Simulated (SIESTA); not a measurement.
## NaLa in SIESTA: the effect of functional

Crystal: NaLa.

```
La Na
1.0
     3.60625    0.00000    0.00000
    -1.80313    3.12310    0.00000
     0.00000    0.00000    6.48378
La Na
1 1
Direct
  0.00000 0.00000 0.50000
  0.66667 0.33333 0.00000
```

The cell comes from a database or a generator and needn't be the stable form of this composition.

Alike in all runs:

| Quantity | Value |
| --- | --- |
| Program | SIESTA 5.4.2 |
| Task | single point |
| Basis | DZP (energy shift 0.003 Ry; two zetas on semicore shells) |
| Grid cutoff | 800 Ry |
| Energy shift | 0.003 Ry |
| k mesh | 9 × 9 × 4 |
| Occupations | fermi-dirac, width 0.05 eV |
| Spin | no spin polarisation |

Task: One run gave: pressure -1.4 GPa. Which functional did it use?
A. WC
B. PW91
C. BLYP
D. RPBE
E. LDA

Result: E.

| functional | potentials or basis | pressure (GPa) |
| --- | --- | --- |
| LDA | PseudoDojo 0.4 standard (PBE and LDA files) | -1.4 |
| PBEsol | PseudoDojo 0.4 standard (PBEsol files) | -0.2 |
| AM05 | PseudoDojo 0.4 standard (PBEsol files) | 0.1 |
| WC | PseudoDojo 0.4 standard (PBEsol files) | -0.2 |
| PBE | PseudoDojo 0.4 standard (PBE files) | 0.8 |
| PW91 | PseudoDojo 0.4 standard (PBE files) | 0.7 |
| revPBE | PseudoDojo 0.4 standard (PBE files) | 1.6 |
| RPBE | PseudoDojo 0.4 standard (PBE files) | 1.8 |
| BLYP | PseudoDojo 0.4 standard (PBE files) | 1.6 |

Caveats: the basis of atomic orbitals isn't converged, which shifts pressures, moduli and gaps; the potentials were made for another functional, which shifts forces and pressure (some runs).
